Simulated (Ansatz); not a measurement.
# CH3AlO2S: one species, many methods

An exercise on one series of results from a longer session: the logs are not shown, and one member is left open.

Method: functionals in def2-TZVPP, the program's frozen cores in correlated methods; program: Ansatz 0.2.0, Gaussian basis.

Levels to be run: LDA (SPW92), PBE-D4, revPBE-D4, BLYP-D4, r2SCAN-D4, B97M-V, PBE0-D4, B3LYP-D4, r2SCANh-D4, r2SCAN0-D4, HSE06-D4, BHLYP-D4, CAM-B3LYP-D4, LC-ωPBE, ωB97X-V, ωB97M-V, B2PLYP, PBE-QIDH; CCSD(T)/def2-SVP; CCSD(T)/def2-TZVPP; MP2/def2-QZVPP; extrapolation to the limit; RPA on PBE.

### Structure used throughout

The geometry comes from an earlier relaxation with PBE0-D4 in a triple-zeta def2 set; it is a stationary point, not always the lowest conformer.

SMILES `O[CH]1[S][Al]1[OH]`, 8 atoms, charge 0, spin multiplicity 1.

Atoms are counted from 1 here; the program's logs count them from 0.

Bond lengths: O1–C2 1.376 Å, O1–H6 0.964 Å, C2–S3 1.996 Å, C2–Al4 1.913 Å, C2–H7 1.090 Å, S3–Al4 2.106 Å, Al4–O5 1.678 Å, O5–H8 0.955 Å. Angles: C2–O1–H6 109.7°, O1–C2–S3 114.6°, O1–C2–Al4 121.2°, O1–C2–H7 113.4°, S3–C2–Al4 65.2°, S3–C2–H7 105.0°, Al4–C2–H7 123.4°, C2–S3–Al4 55.5°, C2–Al4–S3 59.3°, C2–Al4–O5 149.7°, S3–Al4–O5 151.0°, Al4–O5–H8 125.7°.

Coordinates:

| atom | x (Å) | y (Å) | z (Å) |
| --- | --- | --- | --- |
| O1 | -0.0168 | 1.7928 | 0.7045 |
| C2 | 0.4883 | 0.8086 | -0.1139 |
| S3 | 1.4338 | -0.6646 | 0.8450 |
| Al4 | -0.3549 | -0.9040 | -0.2414 |
| O5 | -1.6170 | -1.8592 | -0.7979 |
| H6 | 0.6954 | 2.3753 | 0.9906 |
| H7 | 1.2089 | 1.1789 | -0.8434 |
| H8 | -1.7455 | -2.7848 | -0.5994 |

The first run:

in.yaml

```yaml
crystal:
  periodic: [false, false, false]
  atoms:
    - {symbol: O, position_ang: [-0.016827, 1.792758, 0.704491]}
    - {symbol: C, position_ang: [0.488332, 0.808581, -0.113868]}
    - {symbol: S, position_ang: [1.433831, -0.664581, 0.845017]}
    - {symbol: Al, position_ang: [-0.354904, -0.904049, -0.241376]}
    - {symbol: O, position_ang: [-1.617030, -1.859180, -0.797909]}
    - {symbol: H, position_ang: [0.695360, 2.375341, 0.990645]}
    - {symbol: H, position_ang: [1.208898, 1.178858, -0.843421]}
    - {symbol: H, position_ang: [-1.745460, -2.784828, -0.599379]}
basis:
  gaussian: {orbitals: def2-TZVPP}
hamiltonian: {xc: lda}
output: {orbitals: {seedname: orbitals}}
```

The run is started by

```bash
> ansatz run in.yaml --threads 2 --pin off --events-out ev --progress --plain --max-ram 4352MiB
```

Steps of the session up to this table: LDA; PBE-D4 (GGA); revPBE-D4 (GGA); BLYP-D4 (GGA); r2SCAN-D4 (meta-GGA); B97M-V (meta-GGA); PBE0-D4 (hybrid); B3LYP-D4 (hybrid); r2SCANh-D4 (hybrid); r2SCAN0-D4 (hybrid); HSE06-D4 (hybrid); BHLYP-D4 (hybrid); CAM-B3LYP-D4 (range-separated); LC-ωPBE (range-separated); ωB97X-V (range-separated); ωB97M-V (range-separated); B2PLYP (double hybrid); PBE-QIDH (double hybrid).

One of the session's tables, all rows but one given; the rest of the session is left out.

It belongs to the step «Frontier levels by functional». 

| functional | HOMO (eV) | gap (eV) |
| --- | --- | --- |
| LDA (SPW92) | -5.79 | 3.53 |
| PBE-D4 | -5.64 | 3.62 |
| revPBE-D4 | -5.57 | 3.67 |
| BLYP-D4 | -5.49 | 3.54 |
| r2SCAN-D4 | -5.85 | 4.19 |
| B97M-V | -5.89 | 4.06 |
| PBE0-D4 | -6.81 | 5.61 |
| B3LYP-D4 | -6.59 | 5.12 |
| r2SCANh-D4 | -6.29 | 4.90 |
| r2SCAN0-D4 | -6.95 | 5.97 |
| HSE06-D4 | -6.41 | 4.85 |
| BHLYP-D4 | -7.86 | 7.43 |
| CAM-B3LYP-D4 | -8.10 | 7.82 |
| LC-ωPBE | ? | ? |
| ωB97X-V | -9.07 | 9.84 |
| ωB97M-V | -8.93 | 9.41 |

**Question.** Estimate the row for LC-ωPBE.

The run gave: HOMO (eV): -9.41; gap (eV): 10.36. In the column «HOMO (eV)» it is the lowest.
